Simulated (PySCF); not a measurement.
# Ways to converge the SCF of GaF⁺

Do solver options change the result for GaF⁺, or only the number of cycles?

Program: PySCF 2.14.0. Level of theory: method and basis as typed in the scripts. These are calculated values, not measurements.

## 1. Starting geometry

GaF⁺: 2 atoms, charge 1, spin multiplicity 2.

Bond lengths: Ga1–F2 1.824 Å.

## 2. Base script

input.py reads:

```python
from pyscf import gto, scf, cc

mol = gto.M(
    atom='Ga 0 0 0; F 0 0 1.824',
    basis='sbkjc',
    ecp={'Ga': 'sbkjc', 'F': 'sbkjc'},
    charge=1,
    spin=1,
    verbose=4,
)
mf = scf.ROHF(mol)
mf.kernel()
mycc = cc.CCSD(mf, frozen=4)
mycc.kernel()
mf.dip_moment()
print('orbital energies (hartree):', mf.mo_energy[..., max(0, mol.nelec[1]-3):mol.nelec[0]+3].round(4))
```

The run is started by

```bash
$ OMP_NUM_THREADS=1 python input.py
```

Its log is not repeated here.

In short: E(SCF) = -280.714290 Eh, 14 cycles, E(CCSD) − E(SCF) = -0.31572 Eh.

The bond length is a typed value, not an optimised one. The dipole of an ion depends on the origin.

## 3. Convergence threshold 1e-16 hartree

Edit 1 changes convergence threshold: default → 1e-16 hartree.

input.py reads:

```python
from pyscf import gto, scf, cc

mol = gto.M(
    atom='Ga 0 0 0; F 0 0 1.824',
    basis='sbkjc',
    ecp={'Ga': 'sbkjc', 'F': 'sbkjc'},
    charge=1,
    spin=1,
    verbose=4,
)
mf = scf.ROHF(mol)
mf.conv_tol = 1e-16
mf.kernel()
mycc = cc.CCSD(mf, frozen=4)
mycc.kernel()
mf.dip_moment()
print('orbital energies (hartree):', mf.mo_energy[..., max(0, mol.nelec[1]-3):mol.nelec[0]+3].round(4))
```

The run is started by

```bash
$ OMP_NUM_THREADS=1 python input.py
```

## 4. DIIS space 2

Edit 2 changes DIIS space: default → 2.

input.py: that of step 2 with these lines changed.

```diff
@@ -11,2 +11,3 @@
 mf = scf.ROHF(mol)
+mf.diis_space = 2
 mf.kernel()
```

## 5. Initial guess hcore

Edit 3 changes initial guess: minao → hcore.

input.py: that of step 2 with these lines changed.

```diff
@@ -11,2 +11,3 @@
 mf = scf.ROHF(mol)
+mf.init_guess = 'hcore'
 mf.kernel()
```

## 6. Initial guess random

Edit 4 changes initial guess: minao → random.

input.py: that of step 2 with these lines changed.

```diff
@@ -11,2 +11,3 @@
 mf = scf.ROHF(mol)
+mf.init_guess = 'random'
 mf.kernel()
```

## 7. Convergence threshold 1e-07 hartree

Edit 5 changes convergence threshold: default → 1e-07 hartree.

input.py: that of step 2 with these lines changed.

```diff
@@ -11,2 +11,3 @@
 mf = scf.ROHF(mol)
+mf.conv_tol = 1e-07
 mf.kernel()
```

## 8. Convergence threshold 1e-13 hartree

Edit 6 changes convergence threshold: default → 1e-13 hartree.

input.py: that of step 2 with these lines changed.

```diff
@@ -11,2 +11,3 @@
 mf = scf.ROHF(mol)
+mf.conv_tol = 1e-13
 mf.kernel()
```

Q: Predict the outcome of this session. Wanted: for each run, E(SCF); from base; after the SCF.

The runs gave:

```csv
run,E(SCF) (hartree),from base (eV),cycles,after the SCF
base,-280.714290,0,14,"CCSD correlation -8.591 eV, core frozen"
convergence threshold 1e-16 hartree,-280.714290,0.0000,45,"CCSD correlation -8.591 eV, core frozen"
DIIS space 2,-280.714290,0.0000,24,"CCSD correlation -8.591 eV, core frozen"
initial guess hcore,-280.714290,0.0000,15,"CCSD correlation -8.591 eV, core frozen"
initial guess random,-280.714290,0.0000,14,"CCSD correlation -8.591 eV, core frozen"
convergence threshold 1e-07 hartree,-280.714290,0.0000,13,"CCSD correlation -8.591 eV, core frozen"
convergence threshold 1e-13 hartree,-280.714290,0.0000,45,"CCSD correlation -8.591 eV, core frozen"
```

Distance from each run's final energy (log10 hartree) by cycle:

```csv
run,cycle 1,cycle 2,cycle 3,cycle 5,cycle 8,cycle 12
base,1.5,1.6,0.5,0.3,-2.9,-7.5
convergence threshold 1e-16 hartree,1.5,1.6,0.5,0.3,-2.9,-7.5
DIIS space 2,1.5,1.6,0.5,0.4,-1.2,-3.7
initial guess hcore,2.2,1.8,0.5,0.3,-2.2,-7.0
initial guess random,1.5,1.6,0.5,0.3,-2.9,-7.5
convergence threshold 1e-07 hartree,1.5,1.6,0.5,0.3,-2.9,-7.5
convergence threshold 1e-13 hartree,1.5,1.6,0.5,0.3,-2.9,-7.5
```

What this shows: The SCF energy stays the same, to the digits that matter, with convergence threshold 1e-16 hartree or DIIS space 2 or initial guess hcore or initial guess random or convergence threshold 1e-07 hartree or convergence threshold 1e-13 hartree. PySCF falls back to minao for a guess that it doesn't know or can't read, so that run repeats the base. The base needs 14 cycles and the run with DIIS space 2 needs 24.
